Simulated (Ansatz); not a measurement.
# HgC2S2N2: the band gap up the ladder of functionals

One table from this session's results is given with a row withheld; the runs are named, their logs left out.

The runs shown are made with Ansatz 0.2.0. PAW datasets, plane waves. Calculated at 0 K for a non-magnetic cell.

### The cell

The cell was relaxed beforehand with r2SCAN+rVV10.

Space group C2/m (No. 12), monoclinic; conventional cell a = 10.731 Å, b = 3.946 Å, c = 6.335 Å, β = 94.0°, 19.12 Å³ an atom. Around Hg lie 2 S at 2.43 Å and 4 N at 2.68 Å; around C lie 1 N at 1.17 Å and 1 S at 1.65 Å; around S lie 1 C at 1.65 Å and 1 Hg at 2.43 Å; around N lie 1 C at 1.17 Å.

The structure in full:

```cif
data_structure
_symmetry_space_group_name_H-M 'C2/m'
_symmetry_Int_Tables_number 12
_cell_length_a 10.7311
_cell_length_b 3.9461
_cell_length_c 6.3352
_cell_angle_alpha 90.000
_cell_angle_beta 93.954
_cell_angle_gamma 90.000
_cell_volume 267.63
loop_
_atom_site_label
_atom_site_type_symbol
_atom_site_symmetry_multiplicity
_atom_site_Wyckoff_symbol
_atom_site_fract_x
_atom_site_fract_y
_atom_site_fract_z
_atom_site_occupancy
Hg1 Hg 2 a 0.00000 0.00000 0.00000 1
C1 C 4 i 0.76473 0.50000 0.22266 1
S1 S 4 i 0.62951 0.50000 0.33095 1
N1 N 4 i 0.86239 0.50000 0.15084 1
```

The first run:

input.yaml

```yaml
crystal:
  lattice:
    - [5.3651968514, -1.9730271379, 0.0625670135]
    - [5.3651968514, 1.9730271379, 0.0625670135]
    - [-0.5104669066, 0.0, 6.314624058]
  atoms:
    - { symbol: Hg, position: [0.0, 0.0, 0.0] }
    - { symbol: C, position: [0.2647301866, 0.2647301866, 0.2226559384] }
    - { symbol: C, position: [0.7352698134, 0.7352698134, 0.7773440616] }
    - { symbol: S, position: [0.1295125221, 0.1295125221, 0.3309484832] }
    - { symbol: S, position: [0.8704874779, 0.8704874779, 0.6690515168] }
    - { symbol: "N", position: [0.3623912697, 0.3623912697, 0.1508429785] }
    - { symbol: "N", position: [0.6376087303, 0.6376087303, 0.8491570215] }
kpoints:
  mp_grid: { grid: [8, 8, 4] }
  band_path:
    path:
      - [[0.0, 0.0, 0.0], [-0.2839660625519, 0.2839660625519, -2.146415915667e-18]]
      - [[-0.7160339374481, -0.2839660625519, -1.631979962824e-20], [-0.5, -0.5, 6.95729377998e-18], [0.0, 0.0, 0.0], [-0.5, -0.5, 0.5], [-0.7200008031296, -0.2799991968704, 0.5]]
      - [[-0.2799991968704, 0.2799991968704, 0.5], [-5.87183396626e-20, -5.87183396626e-20, 0.5], [0.0, 0.0, 0.0]]
      - [[-0.5, 6.551737365778e-17, 0.5], [0.0, 0.0, 0.0], [-0.5, 6.464476991368e-17, -8.15989981412e-21]]
    npoints: 10
hamiltonian:
  xc: pbe
scf:
  occupations: { method: fermi_dirac, width: 0.02 }
  n_extra_bands: 5
output:
  forces: true
  stress: true
  eigenvalues: true
```

Run with:

```
ansatz run input.yaml --threads 2 --pin off --max-ram 20275MiB --backend cpu --events-out ev --progress --plain --runs-dir out
```

Steps of the session up to this table: PBE bands along the symmetry lines; r2SCAN at the same geometry; HSE06; Single point with PBE+SOC; Single point with PBE0.

One of the session's tables, all rows but one given; the rest of the session is left out.

| level | gap (eV) |
| --- | --- |
| PBE | 2.27 |
| r2SCAN | ? |
| HSE06 | 3.42 |
| PBE+SOC | 2.27 |
| PBE0 | 4.16 |

**Question.** Estimate the row for r2SCAN.

The run gave: gap (eV): 2.60. In the column «gap (eV)» it lies between PBE+SOC (2.27) and HSE06 (3.42).

Meshes: PBE 8×8×4, r2SCAN 8×8×4, HSE06 4×4×2, PBE+SOC 8×8×4, PBE0 4×4×2

PBE+SOC gives the least gap, 2.27 eV, and PBE0 the largest, 4.16 eV. PBE reaches 66 % of the HSE06 value, and r2SCAN 76 %. PBE0 lies 0.74 eV above HSE06, which differs from it by screening the long-range exchange.

Caveats from the session: Warnings in the runs' records: stress scf threshold loose, stress exchange threshold loose.
